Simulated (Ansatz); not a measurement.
# SiBr3Cl: ionisation energy by level of theory

Aim: the vertical ionisation energy of SiBr3Cl, as cation minus neutral at the neutral's geometry, on several levels, and how well −ε(HOMO) stands in for it.

The runs use Ansatz 0.2.0, Gaussian basis; unrestricted cation, the program's frozen cores in correlated methods.

The runs, in order: UKS PBE-D4/def2-TZVPP; UKS r2SCAN-D4/def2-TZVPP; UKS PBE0-D4/def2-TZVPP; UKS B3LYP-D4/def2-TZVPP; UKS wB97X-V/def2-TZVPP; UKS wB97M-V/def2-TZVPP; UKS B2PLYP/def2-TZVPP; UHF-CCSD(T)/def2-TZVPP; UHF-MP2/def2-QZVPP; extrapolation to the limit; then −ε(HOMO) from the neutral's earlier runs with LDA (SPW92), PBE-D4, revPBE-D4, BLYP-D4, r2SCAN-D4, B97M-V, PBE0-D4, B3LYP-D4, r2SCANh-D4, r2SCAN0-D4, HSE06-D4, BHLYP-D4, CAM-B3LYP-D4, LC-ωPBE, ωB97X-V, ωB97M-V.

## 1. The relaxed structure

The geometry comes from an earlier relaxation with PBE0-D4 in a triple-zeta def2 set; it is a stationary point.

SMILES `Cl[Si](Br)(Br)Br`, 5 atoms, charge 0, spin multiplicity 1.

Atoms are counted from 1 here; the program's logs count them from 0.

Bond lengths: Cl1–Si2 2.027 Å, Si2–Br3 2.192 Å, Si2–Br4 2.192 Å, Si2–Br5 2.192 Å. Angles: Cl1–Si2–Br3 109.3°, Cl1–Si2–Br4 109.3°, Cl1–Si2–Br5 109.3°, Br3–Si2–Br4 109.7°, Br3–Si2–Br5 109.7°, Br4–Si2–Br5 109.7°.

## 2. Cation, UKS PBE-D4/def2-TZVPP

Input file in.yaml:

```yaml
crystal:
  periodic: [false, false, false]
  atoms:
    - {symbol: Cl, position_ang: [-0.766922, -0.194878, 1.885885]}
    - {symbol: Si, position_ang: [-0.000702, -0.017192, 0.017728]}
    - {symbol: Br, position_ang: [1.726123, -1.351880, -0.185060]}
    - {symbol: Br, position_ang: [-1.535052, -0.566728, -1.447952]}
    - {symbol: Br, position_ang: [0.626352, 2.057077, -0.311901]}
basis:
  gaussian: {orbitals: def2-TZVPP}
total_charge: 1
magnetization: {spin_polarized: true, initial_magnetization: 1}
hamiltonian: {xc: pbe, dispersion: d4}
```

Run with:

```
ansatz run in.yaml --threads 2 --pin off --events-out ev --progress --plain --max-ram 31744MiB --backend cpu
```

Further steps of the session: Cation, UKS r2SCAN-D4/def2-TZVPP; Cation, UKS PBE0-D4/def2-TZVPP; Cation, UKS B3LYP-D4/def2-TZVPP; Cation, UKS wB97X-V/def2-TZVPP; Cation, UKS wB97M-V/def2-TZVPP; Cation, UKS B2PLYP (frozen core)/def2-TZVPP; Cation, UHF-CCSD(T)/def2-TZVPP; Cation, UHF-MP2/def2-QZVPP.

**Question.** What will the summary of the whole plan be? Wanted: ionisation energy, CCSD(T)/CBS; nearest functional by difference; nearest −ε(HOMO); −ε(HOMO) of PBE; T1 of the cation.

As calculated:

| quantity | value |
| --- | --- |
| ionisation energy, CCSD(T)/CBS | 11.23 eV |
| nearest functional by difference | ωB97X-V (-0.16 eV) |
| nearest −ε(HOMO) | LC-ωPBE (+0.17 eV) |
| −ε(HOMO) of PBE | 7.41 eV |
| T1 of the cation | 0.042 |

By cation minus neutral, the functionals miss by 1.19 eV at most. The PBE orbital energy is 3.8 eV too small: a semilocal HOMO is no ionisation energy. Among orbital estimates LC-ωPBE comes nearest. Hartree-Fock falls 0.73 eV short, as the neutral has more correlation energy than the cation. The cation's T1 (from the report) is 0.042, near the customary mark of 0.045 for open shells, so the coupled-cluster value is less safe. The cation may have settled in a state other than its lowest; no search over hole states beyond the program's own was made. Correlated methods include outer-core shells of Br, which these sets cover unevenly. With outer-core shells in play the reference is unsure by up to some tenths of an eV, so close misses can't be ranked.
